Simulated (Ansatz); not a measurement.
**CH4BrClO2Si: relaxing the structure**

What shape does CH4BrClO2Si take? The plan is to relax it.

Program: Ansatz 0.2.0, Gaussian basis. Level of theory: RKS PBE0-D4/def2-TZVP. These are calculated values, not measurements.

The runs, in order: relaxation at PBE0-D4/def2-TZVP.

1 further run of the same task is left out (set aside as unsound or not needed).

### Step 1. The system as given

SMILES `CO[Si](O)(Cl)Br`, 10 atoms, charge 0, spin multiplicity 1.

Atoms are counted from 1 here; the program's logs count them from 0.

Bond lengths: C1–O2 1.403 Å, C1–H7 1.093 Å, C1–H8 1.092 Å, C1–H9 1.090 Å, O2–Si3 1.611 Å, Si3–O4 1.606 Å, Si3–Cl5 1.996 Å, Si3–Br6 2.202 Å, O4–H10 0.954 Å. Angles: O2–C1–H7 110.5°, O2–C1–H8 110.5°, O2–C1–H9 107.4°, H7–C1–H8 109.2°, H7–C1–H9 109.6°, H8–C1–H9 109.7°, C1–O2–Si3 129.9°, O2–Si3–O4 107.2°, O2–Si3–Cl5 114.7°, O2–Si3–Br6 107.2°, O4–Si3–Cl5 107.7°, O4–Si3–Br6 109.6°, Cl5–Si3–Br6 110.4°, Si3–O4–H10 122.5°.

Coordinates:

```xyz
10

C    -1.46418    0.76093   -0.04732
O    -0.45240   -0.10999   -0.47900
Si    1.05600   -0.28643    0.05707
O     1.69423   -1.53458   -0.72648
Cl    2.23973    1.29164   -0.24974
Br    0.93292   -0.74633    2.20725
H    -1.64697    0.63442    1.02272
H    -1.18572    1.79813   -0.24410
H    -2.36713    0.51154   -0.60381
H     1.19352   -2.31932   -0.93657
```

The start is a GFN2-xTB geometry.

### Step 2. Optimising with PBE0-D4/def2-TZVP

The input, in.yaml:

```yaml
crystal:
  periodic: [false, false, false]
  atoms:
    - {symbol: C, position_ang: [-1.464180, 0.760930, -0.047320]}
    - {symbol: O, position_ang: [-0.452400, -0.109990, -0.479000]}
    - {symbol: Si, position_ang: [1.056000, -0.286430, 0.057070]}
    - {symbol: O, position_ang: [1.694230, -1.534580, -0.726480]}
    - {symbol: Cl, position_ang: [2.239730, 1.291640, -0.249740]}
    - {symbol: Br, position_ang: [0.932920, -0.746330, 2.207250]}
    - {symbol: H, position_ang: [-1.646970, 0.634420, 1.022720]}
    - {symbol: H, position_ang: [-1.185720, 1.798130, -0.244100]}
    - {symbol: H, position_ang: [-2.367130, 0.511540, -0.603810]}
    - {symbol: H, position_ang: [1.193520, -2.319320, -0.936570]}
basis:
  gaussian: {orbitals: def2-TZVP}
hamiltonian: {xc: pbe0, dispersion: d4}
relax: {f_tol: 0.005, max_steps: 150}
```

Launch:

```sh
> ansatz run in.yaml --threads 2 --pin off --events-out ev --progress --plain --max-ram 32768MiB --backend cuda --devices 0, --max-vram 18GiB
```

Before running them: what should the planned runs give, taken together? Wanted: point group; shift from the start; total energy; dispersion term; dipole moment.

The runs gave:

| quantity | value |
| --- | --- |
| point group | C1 |
| steps | 17 |
| shift from the start (rms) | 0.130 Å |
| total energy | -95630.2935 eV |
| dispersion term | -273 meV |
| dipole moment | 2.03 D |

What this shows: The relaxed geometry lies 0.13 Å (rms) from the start; the bond that changed most is Si3–Cl5, from 1.996 to 2.029 Å. No vibrations were run, so it is not proven to be a minimum. The largest Mulliken charge, +0.68 e, sits on Si3.
